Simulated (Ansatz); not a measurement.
# FGaH₄O₂Si: small, medium and large basis sets

Aim: see how fast density functionals converge with the basis set for FGaH₄O₂Si.

Method: one geometry, several basis sets; program: Ansatz 0.2.0, Gaussian basis.

Levels to be run: PBE0-D4/def2-SVP; ωB97M-V/def2-SVP; PBE0-D4/def2-QZVPP; ωB97M-V/def2-QZVPP; the functionals' def2-TZVPP values are taken from earlier runs.

**1. The geometry**

The geometry comes from an earlier relaxation with PBE0-D4 in a triple-zeta def2 set; it is a stationary point, not always the lowest conformer.

SMILES `O[SiH](F)[O][GaH2]`, 9 atoms, charge 0, spin multiplicity 1.

Atoms are counted from 1 here; the program's logs count them from 0.

Bond lengths: O1–Si2 1.687 Å, O1–H6 0.959 Å, Si2–F3 1.590 Å, Si2–O4 1.589 Å, Si2–H7 1.469 Å, O4–Ga5 1.874 Å, Ga5–H8 1.560 Å, Ga5–H9 1.557 Å. Angles: Si2–O1–H6 122.0°, O1–Si2–F3 106.5°, O1–Si2–O4 98.2°, O1–Si2–H7 111.9°, F3–Si2–O4 116.4°, F3–Si2–H7 106.2°, O4–Si2–H7 117.0°, Si2–O4–Ga5 103.6°, O4–Ga5–H8 114.5°, O4–Ga5–H9 113.6°, H8–Ga5–H9 129.7°.

Geometry (Å):

```xyz
9
charge 0, multiplicity 1
O    -0.48248    0.84435    0.53334
Si    0.95981   -0.00750    0.73159
F     0.79492   -0.87527    2.05376
O     0.94322   -0.80356   -0.64309
Ga   -0.72733   -0.37911   -1.37735
H    -1.06563    1.03624    1.27066
H     2.09899    0.88965    0.96858
H    -1.86397   -1.38716   -1.02272
H    -0.65755    0.68239   -2.51477
```

**2. PBE0-D4 in def2-SVP**

Input file in.yaml:

```yaml
crystal:
  periodic: [false, false, false]
  atoms:
    - {symbol: O, position_ang: [-0.482482, 0.844347, 0.533339]}
    - {symbol: Si, position_ang: [0.959812, -0.007504, 0.731595]}
    - {symbol: F, position_ang: [0.794919, -0.875271, 2.053759]}
    - {symbol: O, position_ang: [0.943225, -0.803562, -0.643094]}
    - {symbol: Ga, position_ang: [-0.727328, -0.379114, -1.377354]}
    - {symbol: H, position_ang: [-1.065625, 1.036244, 1.270660]}
    - {symbol: H, position_ang: [2.098994, 0.889648, 0.968578]}
    - {symbol: H, position_ang: [-1.863968, -1.387164, -1.022716]}
    - {symbol: H, position_ang: [-0.657546, 0.682386, -2.514768]}
basis:
  gaussian: {orbitals: def2-SVP}
hamiltonian: {xc: pbe0, dispersion: d4}
output: {orbitals: {seedname: orbitals}}
```

On the command line:

```bash
$ ansatz run in.yaml --threads 4 --pin off --events-out ev --progress --plain --max-ram 10444MiB
```

The runs that follow: ωB97M-V in def2-SVP; PBE0-D4 in def2-QZVPP; ωB97M-V in def2-QZVPP.

Before running them: what should the planned runs give, taken together? Wanted: PBE0-D4: double and triple zeta above quadruple; ωB97M-V: double and triple zeta above quadruple.

As calculated:

| quantity | value |
| --- | --- |
| PBE0-D4: double and triple zeta above quadruple | 20.36, 1.88 eV |
| ωB97M-V: double and triple zeta above quadruple | 20.41, 1.79 eV |

In words: PBE0-D4 gains 18.48 eV from double to triple zeta, then 1.88 eV more. Total energies overstate the basis error of differences, where much of it tends to cancel. The LUMO of ωB97M-V is positive and keeps falling with the basis (1.28 to 0.57 eV): an unbound level that the basis holds in place.
